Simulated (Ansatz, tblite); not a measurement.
# Si41H46 off sphere (Si₄₁H₄₆): charged states by level of theory

What does removing or adding an electron cost or gain for Si41H46 off sphere (Si₄₁H₄₆)? Each charged state is run at several levels.

Computed with Ansatz 0.2.0, Gaussian basis. Level: as each input shows.

The runs, in order: charge +1 doublet, at the geometry of the singlet (PBE0-D4/def2-SVP, PBE-D4/def2-SVP, BHLYP-D4/def2-SVP); charge -1 doublet, at the geometry of the singlet (PBE0-D4/def2-SVP, PBE-D4/def2-SVP, BHLYP-D4/def2-SVP); the starting singlet's energies come from earlier runs.

1 further run of the same task is left out (set aside as unsound or not needed). Runs told in other sessions of the task aren't counted.

## Step 1: The relaxed structure

The singlet was relaxed beforehand with PBE-D4/def2-SVP.

87 atoms, charge 0, spin multiplicity 1.

Atoms are counted from 1 here; the program's logs count them from 0.

Bond lengths: Si1–Si2 2.351 Å, Si1–Si11 2.349 Å, Si1–H42 1.509 Å, Si1–H43 1.510 Å, Si2–Si3 2.366 Å, Si2–Si5 2.352 Å, Si2–H44 1.512 Å, Si3–Si7 2.358 Å, Si3–H45 1.510 Å, Si3–H46 1.506 Å, Si4–Si5 2.362 Å, Si4–Si14 2.350 Å, Si4–H47 1.510 Å, Si4–H48 1.510 Å, Si5–Si6 2.352 Å, Si5–Si16 2.352 Å, Si6–Si8 2.366 Å, Si6–Si9 2.351 Å and more. Angles: Si2–Si1–Si11 111.2°, Si2–Si1–H42 110.8°, Si2–Si1–H43 108.8°, Si11–Si1–H42 109.9°, Si11–Si1–H43 107.8°, H42–Si1–H43 108.2°, Si1–Si2–Si3 112.2°, Si1–Si2–Si5 108.7°, Si1–Si2–H44 109.3°, Si3–Si2–Si5 110.0°, Si3–Si2–H44 108.7°, Si5–Si2–H44 107.9°, Si2–Si3–Si7 109.5°, Si2–Si3–H45 108.2°, Si2–Si3–H46 111.2°, Si7–Si3–H45 107.4°, Si7–Si3–H46 112.7°, H45–Si3–H46 107.7° and more.

## Step 2: Charge +1 doublet at the fixed geometry, PBE0-D4/def2-SVP

File in.yaml:

```yaml
crystal:
  periodic: [false, false, false]
  atoms:
    - {symbol: Si, position_ang: [-1.156021, -5.077201, -0.584626]}
    - {symbol: Si, position_ang: [-3.107156, -3.998308, 0.160484]}
    - {symbol: Si, position_ang: [-3.292057, -4.009722, 2.519659]}
    - {symbol: Si, position_ang: [-3.108130, -1.793766, -2.996353]}
    - {symbol: Si, position_ang: [-3.093407, -1.784740, -0.633944]}
    - {symbol: Si, position_ang: [-5.017197, -0.688774, 0.159300]}
    - {symbol: Si, position_ang: [-3.127382, -1.802834, 3.332963]}
    - {symbol: Si, position_ang: [-5.120741, -0.842702, 2.518402]}
    - {symbol: Si, position_ang: [-4.974894, 1.540282, -0.586004]}
    - {symbol: Si, position_ang: [2.683387, -5.036414, -0.676662]}
    - {symbol: Si, position_ang: [0.769734, -3.983279, 0.197400]}
    - {symbol: Si, position_ang: [0.947104, -3.982068, 2.555355]}
    - {symbol: Si, position_ang: [0.723721, -1.799201, -2.973338]}
    - {symbol: Si, position_ang: [-1.188338, -0.687178, -3.779082]}
    - {symbol: Si, position_ang: [0.737015, -1.777907, -0.609983]}
    - {symbol: Si, position_ang: [-1.184123, -0.682807, 0.184825]}
    - {symbol: Si, position_ang: [0.722101, -1.779040, 3.353219]}
    - {symbol: Si, position_ang: [-1.206553, -0.695072, 2.545492]}
    - {symbol: Si, position_ang: [-1.193921, 1.525238, -2.974786]}
    - {symbol: Si, position_ang: [-1.170358, 1.527992, -0.611373]}
    - {symbol: Si, position_ang: [-3.063707, 2.660141, 0.194934]}
    - {symbol: Si, position_ang: [-1.179130, 1.517656, 3.351765]}
    - {symbol: Si, position_ang: [-2.974236, 2.813775, 2.552886]}
    - {symbol: Si, position_ang: [-3.020209, 4.844166, -0.678678]}
    - {symbol: Si, position_ang: [4.601171, -3.964547, 0.168914]}
    - {symbol: Si, position_ang: [4.585498, -1.763230, -2.960638]}
    - {symbol: Si, position_ang: [2.646615, -0.714933, -3.784128]}
    - {symbol: Si, position_ang: [4.573229, -1.741707, -0.593641]}
    - {symbol: Si, position_ang: [2.639976, -0.667313, 0.198829]}
    - {symbol: Si, position_ang: [2.640058, -0.659761, 2.563741]}
    - {symbol: Si, position_ang: [2.612823, 1.505520, -3.006459]}
    - {symbol: Si, position_ang: [0.708004, 2.645709, -3.785826]}
    - {symbol: Si, position_ang: [2.634506, 1.519931, -0.643558]}
    - {symbol: Si, position_ang: [0.743369, 2.620234, 0.197111]}
    - {symbol: Si, position_ang: [2.697289, 1.557498, 3.340619]}
    - {symbol: Si, position_ang: [0.749794, 2.617751, 2.562001]}
    - {symbol: Si, position_ang: [0.769810, 4.849698, -2.964451]}
    - {symbol: Si, position_ang: [0.780024, 4.830900, -0.597417]}
    - {symbol: Si, position_ang: [-1.130847, 5.968797, 0.162478]}
    - {symbol: Si, position_ang: [4.557598, 2.628782, 0.118983]}
    - {symbol: Si, position_ang: [4.599569, 2.651524, 2.486624]}
    - {symbol: H, position_ang: [-1.141230, -6.520898, -0.145065]}
    - {symbol: H, position_ang: [-1.126891, -5.043133, -2.094165]}
    - {symbol: H, position_ang: [-4.316180, -4.694724, -0.423122]}
    - {symbol: H, position_ang: [-4.665458, -4.522667, 2.881761]}
    - {symbol: H, position_ang: [-2.279603, -4.935082, 3.141647]}
    - {symbol: H, position_ang: [-3.132246, -3.218260, -3.495228]}
    - {symbol: H, position_ang: [-4.352633, -1.100477, -3.495574]}
    - {symbol: H, position_ang: [-6.224875, -1.387190, -0.424716]}
    - {symbol: H, position_ang: [-3.115802, -1.795570, 4.843844]}
    - {symbol: H, position_ang: [-6.251277, -1.776418, 2.879855]}
    - {symbol: H, position_ang: [-5.416975, 0.496667, 3.140166]}
    - {symbol: H, position_ang: [-4.932085, 1.548546, -2.095577]}
    - {symbol: H, position_ang: [-6.216835, 2.275863, -0.145313]}
    - {symbol: H, position_ang: [2.677236, -6.500272, -0.307372]}
    - {symbol: H, position_ang: [2.672626, -4.930888, -2.182148]}
    - {symbol: H, position_ang: [-0.046174, -4.932154, 3.171085]}
    - {symbol: H, position_ang: [2.329129, -4.460851, 2.932242]}
    - {symbol: H, position_ang: [0.703819, -3.232402, -3.452564]}
    - {symbol: H, position_ang: [-1.148297, -0.664646, -5.290251]}
    - {symbol: H, position_ang: [0.705304, -1.748874, 4.864333]}
    - {symbol: H, position_ang: [-2.443953, 2.225652, -3.455379]}
    - {symbol: H, position_ang: [-1.161853, 1.489131, 4.862898]}
    - {symbol: H, position_ang: [-4.293640, 2.428365, 3.168606]}
    - {symbol: H, position_ang: [-2.698151, 4.250157, 2.929528]}
    - {symbol: H, position_ang: [-2.939500, 4.782958, -2.184464]}
    - {symbol: H, position_ang: [-4.289607, 5.570782, -0.304338]}
    - {symbol: H, position_ang: [5.854652, -4.662210, -0.300575]}
    - {symbol: H, position_ang: [4.574108, -4.003041, 1.675986]}
    - {symbol: H, position_ang: [4.652345, -3.188944, -3.452653]}
    - {symbol: H, position_ang: [5.807582, -1.037158, -3.466912]}
    - {symbol: H, position_ang: [2.626179, -0.721171, -5.295393]}
    - {symbol: H, position_ang: [5.782592, -0.989366, -0.087915]}
    - {symbol: H, position_ang: [3.869238, -1.401262, 3.040799]}
    - {symbol: H, position_ang: [3.853988, 2.221241, -3.491141]}
    - {symbol: H, position_ang: [0.692590, 2.629840, -5.297059]}
    - {symbol: H, position_ang: [2.705191, 1.562989, 4.851824]}
    - {symbol: H, position_ang: [0.722744, 4.053258, 3.038313]}
    - {symbol: H, position_ang: [-0.430986, 5.620025, -3.458378]}
    - {symbol: H, position_ang: [2.010245, 5.544390, -3.470176]}
    - {symbol: H, position_ang: [2.035883, 5.502741, -0.091670]}
    - {symbol: H, position_ang: [-1.177343, 5.968337, 1.669612]}
    - {symbol: H, position_ang: [-1.107367, 7.402004, -0.310609]}
    - {symbol: H, position_ang: [5.783056, 1.927364, -0.412654]}
    - {symbol: H, position_ang: [4.564299, 4.041168, -0.411523]}
    - {symbol: H, position_ang: [5.844420, 1.956874, 2.981388]}
    - {symbol: H, position_ang: [4.627749, 4.076217, 2.983023]}
basis:
  gaussian: {orbitals: def2-SVP, fitting: {mean_field: def2-universal-jkfit}}
total_charge: 1
magnetization: {spin_polarized: true, initial_magnetization: 1}
hamiltonian: {xc: pbe0, dispersion: d4}
scf: {omitted_lower_state_checks: [starts]}
output: {orbitals: {seedname: orbitals}}
```

The run is started by

```bash
$ ansatz run in.yaml --threads 11 --pin off --events-out ev --progress --plain --max-ram 174080MiB --backend cuda --devices 0, --max-vram 75GiB
```

What it wrote:

```text
Functional definition: PBE0
  name "PBE0"
  cite "Adamo & Barone, J. Chem. Phys. 110, 6158 (1999) doi:10.1063/1.478522"
  cite "Perdew, Burke & Ernzerhof, Phys. Rev. Lett. 77, 3865 (1996) doi:10.1103/PhysRevLett.77.3865"
  parent pbe
  parameter a = 0.25
  parameter kappa = 0.804
  parameter beta = 0.06672455060314922
  exchange = (1 - a)*pbe_x(kappa = kappa, mu = beta*pi^2/3) + a*exact_x
  correlation = pbe_c(beta = beta)
these checks for a lower state are left out or cut short: starts
6076 factors; integrals over basis functions are off by at most 3.2e-1 eV
mean field evaluation 1: about -323503.7948 eV, gradient 1.6e1 eV
mean field evaluation 2: about -323505.2130 eV, gradient 1.1e1 eV
mean field evaluation 4: about -323506.0954 eV, gradient 1.5e0 eV
mean field evaluation 8: about -323506.0728 eV, gradient 3.6e-1 eV
mean field evaluation 16: about -323506.0740 eV, gradient 3.8e-3 eV
mean field evaluation 32: about -323506.0740 eV, gradient 4.1e-5 eV
mean field -323506.07397682 eV, -11888.6289383555 hartree, gradient 6.2e-6 eV, S^2 0.752830; 0 other end points of the search recorded, 0 dependent functions left out
reference -323506.07406270 eV, -11888.6289415114 hartree; 310, 309 occupied and 658, 659 virtual orbitals, 6076 factors
Total energy: -323513.57381608 eV, -11888.9045523645 hartree
Checks for a lower state left out: starts
```

Run time: 39 s. Hardware: 1 × H100 with 11 threads of AMD EPYC 7R13, shared host; peak host memory 2 GiB.

HOMO -9.02 eV, LUMO -8.21 eV (over both spins); ⟨S²⟩ 0.753 (pure: 0.75).

## Step 3: Charge +1 doublet at the fixed geometry, PBE-D4/def2-SVP

start.molden holds the orbitals of an earlier run on this state, given as this run's starting guess.

Edit in.yaml of step 2 so:

```diff
@@ -91,6 +91,6 @@
 basis:
-  gaussian: {orbitals: def2-SVP, fitting: {mean_field: def2-universal-jkfit}}
+  gaussian: {orbitals: def2-SVP, fitting: {mean_field: def2-universal-jkfit}, initial_orbitals: start.molden}
 total_charge: 1
 magnetization: {spin_polarized: true, initial_magnetization: 1}
-hamiltonian: {xc: pbe0, dispersion: d4}
+hamiltonian: {xc: pbe, dispersion: d4}
 scf: {omitted_lower_state_checks: [starts]}
```

The command is unchanged.

What it wrote:

```text
Functional definition: PBE
  name "PBE"
  cite "Perdew, Burke & Ernzerhof, Phys. Rev. Lett. 77, 3865 (1996) doi:10.1103/PhysRevLett.77.3865"
  parent pbe
  parameter kappa = 0.804
  parameter beta = 0.06672455060314922
  exchange = pbe_x(kappa = kappa, mu = beta*pi^2/3)
  correlation = pbe_c(beta = beta)
these checks for a lower state are left out or cut short: starts
6076 factors; integrals over basis functions are off by at most 3.2e-1 eV
mean field evaluation 1: about -323472.4046 eV, gradient 1.4e1 eV
mean field evaluation 2: about -323473.2013 eV, gradient 8.2e-1 eV
mean field evaluation 4: about -323473.1654 eV, gradient 3.8e-2 eV
mean field evaluation 8: about -323473.1655 eV, gradient 1.3e-4 eV
mean field evaluation 16: about -323473.1655 eV, gradient 1.0e-5 eV
mean field -323473.16545825 eV, -11887.4195726040 hartree, gradient 2.6e-6 eV, S^2 0.750603; 0 other end points of the search recorded, 0 dependent functions left out
reference -323473.16557242 eV, -11887.4195767998 hartree; 310, 309 occupied and 658, 659 virtual orbitals, 6076 factors
Total energy: -323481.28917821 eV, -11887.7181138062 hartree
Checks for a lower state left out: starts
```

Wall time 17 s (1 × H100 with 11 threads of AMD EPYC 7R13, shared host); peak host memory 1.9 GiB.

From the report: HOMO -8.11 eV, LUMO -8.11 eV (over both spins; with the spin held, an empty level of the minority spin lies below the top filled one); ⟨S²⟩ 0.751 (pure: 0.75).

## Step 4: Charge +1 doublet at the fixed geometry, BHLYP-D4/def2-SVP

Edit in.yaml of step 3 so:

```diff
@@ -94,3 +94,3 @@
 magnetization: {spin_polarized: true, initial_magnetization: 1}
-hamiltonian: {xc: pbe, dispersion: d4}
+hamiltonian: {xc: {name: BHLYP}, dispersion: d4}
 scf: {omitted_lower_state_checks: [starts]}
```

Launched as before.

What it wrote:

```text
Functional definition: BHLYP
  name "BHLYP"
  cite "Becke, J. Chem. Phys. 98, 1372 (1993) doi:10.1063/1.464304"
  cite "Becke, Phys. Rev. A 38, 3098 (1988) doi:10.1103/PhysRevA.38.3098"
  cite "Lee, Yang & Parr, Phys. Rev. B 37, 785 (1988) doi:10.1103/PhysRevB.37.785"
  parameter a = 0.5
  exchange = (1 - a)*b88_x + a*exact_x
  correlation = lyp_c
these checks for a lower state are left out or cut short: starts
6076 factors; integrals over basis functions are off by at most 3.2e-1 eV
mean field evaluation 1: about -323632.7411 eV, gradient 1.3e1 eV
mean field evaluation 2: about -323633.9251 eV, gradient 1.1e0 eV
mean field evaluation 4: about -323633.9296 eV, gradient 7.5e-2 eV
mean field evaluation 8: about -323633.9299 eV, gradient 5.5e-5 eV
mean field -323633.92987143 eV, -11893.3275558186 hartree, gradient 5.3e-6 eV, S^2 0.757062; 0 other end points of the search recorded, 0 dependent functions left out
reference -323633.93043368 eV, -11893.3275764807 hartree; 310, 309 occupied and 658, 659 virtual orbitals, 6076 factors
Total energy: -323646.33119507 eV, -11893.7832960565 hartree
Checks for a lower state left out: starts
```

It took 37 s on 1 × H100 with 11 threads of AMD EPYC 7R13, shared host; peak host memory 1.9 GiB.

From the report: HOMO -9.84 eV, LUMO -8.08 eV (over both spins); ⟨S²⟩ 0.757 (pure: 0.75).

## Step 5: Vertical ionisation energy

Charged state less starting state, singlet to doublet; the starting state's energies are those of its earlier runs.

| level | vertical ionisation energy (eV) | time |
| --- | --- | --- |
| PBE-D4/def2-SVP | +7.00 | 25 s |
| PBE0-D4/def2-SVP | +7.49 | 54 s |
| BHLYP-D4/def2-SVP | +7.86 | 47 s |

Times add the two runs; a level without a time comes out of a correlated run.

Beside −ε(HOMO) of the starting state:

| level | −ε(HOMO) (eV) | by difference (eV) | mismatch (eV) |
| --- | --- | --- | --- |
| PBE-D4/def2-SVP | 5.72 | 7.00 | -1.29 |
| PBE0-D4/def2-SVP | 6.61 | 7.49 | -0.88 |
| BHLYP-D4/def2-SVP | 7.41 | 7.86 | -0.45 |

## Step 6: Charge -1 doublet at the fixed geometry, PBE0-D4/def2-SVP

Edit in.yaml of step 4 so:

```diff
@@ -91,6 +91,6 @@
 basis:
-  gaussian: {orbitals: def2-SVP, fitting: {mean_field: def2-universal-jkfit}, initial_orbitals: start.molden}
-total_charge: 1
+  gaussian: {orbitals: def2-SVP, fitting: {mean_field: def2-universal-jkfit}}
+total_charge: -1
 magnetization: {spin_polarized: true, initial_magnetization: 1}
-hamiltonian: {xc: {name: BHLYP}, dispersion: d4}
+hamiltonian: {xc: pbe0, dispersion: d4}
 scf: {omitted_lower_state_checks: [starts]}
```

Same command.

What it wrote, shortened:

```text
Functional definition: PBE0
  name "PBE0"
  cite "Adamo & Barone, J. Chem. Phys. 110, 6158 (1999) doi:10.1063/1.478522"
  cite "Perdew, Burke & Ernzerhof, Phys. Rev. Lett. 77, 3865 (1996) doi:10.1103/PhysRevLett.77.3865"
  parent pbe
[...]
6076 factors; integrals over basis functions are off by at most 3.2e-1 eV
[...]
mean field -323514.63925799 eV, -11888.9437066326 hartree, gradient 6.7e-6 eV, S^2 0.751787; 0 other end points of the search recorded, 0 dependent functions left out
reference -323514.63934694 eV, -11888.9437099016 hartree; 311, 310 occupied and 657, 658 virtual orbitals, 6076 factors
Total energy: -323522.30175065 eV, -11889.2252980442 hartree
Checks for a lower state left out: starts
```

It took 45 s on 1 × H100 with 11 threads of AMD EPYC 7R13, shared host; peak host memory 2 GiB.

HOMO -0.38 eV, LUMO 0.43 eV (over both spins); ⟨S²⟩ 0.752 (pure: 0.75).

## Step 7: Charge -1 doublet at the fixed geometry, PBE-D4/def2-SVP

Edit in.yaml of step 6 so:

```diff
@@ -91,6 +91,6 @@
 basis:
-  gaussian: {orbitals: def2-SVP, fitting: {mean_field: def2-universal-jkfit}}
+  gaussian: {orbitals: def2-SVP, fitting: {mean_field: def2-universal-jkfit}, initial_orbitals: start.molden}
 total_charge: -1
 magnetization: {spin_polarized: true, initial_magnetization: 1}
-hamiltonian: {xc: pbe0, dispersion: d4}
+hamiltonian: {xc: pbe, dispersion: d4}
 scf: {omitted_lower_state_checks: [starts]}
```

The command is unchanged.

What it wrote:

```text
Functional definition: PBE
  name "PBE"
  cite "Perdew, Burke & Ernzerhof, Phys. Rev. Lett. 77, 3865 (1996) doi:10.1103/PhysRevLett.77.3865"
  parent pbe
  parameter kappa = 0.804
  parameter beta = 0.06672455060314922
  exchange = pbe_x(kappa = kappa, mu = beta*pi^2/3)
  correlation = pbe_c(beta = beta)
these checks for a lower state are left out or cut short: starts
6076 factors; integrals over basis functions are off by at most 3.2e-1 eV
mean field evaluation 1: about -323480.7008 eV, gradient 1.4e1 eV
mean field evaluation 2: about -323481.4964 eV, gradient 8.1e-1 eV
mean field evaluation 4: about -323481.4578 eV, gradient 3.0e-2 eV
mean field evaluation 8: about -323481.4579 eV, gradient 3.5e-5 eV
mean field -323481.45791318 eV, -11887.7243147020 hartree, gradient 1.0e-5 eV, S^2 0.750755; 0 other end points of the search recorded, 0 dependent functions left out
reference -323481.45803143 eV, -11887.7243190476 hartree; 311, 310 occupied and 657, 658 virtual orbitals, 6076 factors
Total energy: -323489.75991251 eV, -11888.0294075500 hartree
Checks for a lower state left out: starts
```

Wall time 16 s (1 × H100 with 11 threads of AMD EPYC 7R13, shared host); peak host memory 1.9 GiB.

Report: HOMO -0.22 eV, LUMO -0.18 eV (over both spins); ⟨S²⟩ 0.751 (pure: 0.75).

## Step 8: Charge -1 doublet at the fixed geometry, BHLYP-D4/def2-SVP

Edit in.yaml of step 7 so:

```diff
@@ -94,3 +94,3 @@
 magnetization: {spin_polarized: true, initial_magnetization: 1}
-hamiltonian: {xc: pbe, dispersion: d4}
+hamiltonian: {xc: {name: BHLYP}, dispersion: d4}
 scf: {omitted_lower_state_checks: [starts]}
```

Same command.

What it wrote, shortened:

```text
Functional definition: BHLYP
  name "BHLYP"
  cite "Becke, J. Chem. Phys. 98, 1372 (1993) doi:10.1063/1.464304"
  cite "Becke, Phys. Rev. A 38, 3098 (1988) doi:10.1103/PhysRevA.38.3098"
  cite "Lee, Yang & Parr, Phys. Rev. B 37, 785 (1988) doi:10.1103/PhysRevB.37.785"
[...]
6076 factors; integrals over basis functions are off by at most 3.2e-1 eV
[...]
mean field -323642.28233062 eV, -11893.6345030324 hartree, gradient 2.9e-6 eV, S^2 0.752979; 0 other end points of the search recorded, 0 dependent functions left out
reference -323642.28292484 eV, -11893.6345248693 hartree; 311, 310 occupied and 657, 658 virtual orbitals, 6076 factors
Total energy: -323654.90319576 eV, -11894.0983112714 hartree
Checks for a lower state left out: starts
```

Run time: 53 s. Hardware: 1 × H100 with 11 threads of AMD EPYC 7R13, shared host; peak host memory 1.9 GiB.

Report: HOMO -0.23 eV, LUMO 1.39 eV (over both spins); ⟨S²⟩ 0.753 (pure: 0.75).

## Step 9: Vertical electron affinity

Starting state less charged state (positive: the electron is bound), singlet to doublet; the starting state's energies are those of its earlier runs.

| level | vertical electron affinity (eV) | time |
| --- | --- | --- |
| PBE-D4/def2-SVP | +1.47 | 24 s |
| PBE0-D4/def2-SVP | +1.24 | 60 s |
| BHLYP-D4/def2-SVP | +0.71 | 63 s |

Times add the two runs; a level without a time comes out of a correlated run.

Beside −ε(LUMO) of the starting state:

| level | −ε(LUMO) (eV) | by difference (eV) | mismatch (eV) |
| --- | --- | --- | --- |
| PBE-D4/def2-SVP | 2.53 | 1.47 | +1.07 |
| PBE0-D4/def2-SVP | 1.93 | 1.24 | +0.69 |
| BHLYP-D4/def2-SVP | 0.99 | 0.71 | +0.27 |

## Step 10: Results

```
                                           quantity                                value
vertical ionisation energy, functionals in def2-SVP  7.00 (PBE-D4) to 7.86 eV (BHLYP-D4)
vertical electron affinity, functionals in def2-SVP  0.71 (BHLYP-D4) to 1.47 eV (PBE-D4)
```

**Reading.** The vertical ionisation energy spans 7.00 to 7.86 eV over the functionals. −ε(HOMO) misses the level's own difference by -0.45 eV at best (BHLYP-D4) and -1.29 eV at worst (PBE-D4). The vertical electron affinity spans 0.71 to 1.47 eV over the functionals. −ε(LUMO) misses the level's own difference by +0.27 eV at best (BHLYP-D4) and +1.07 eV at worst (PBE-D4).
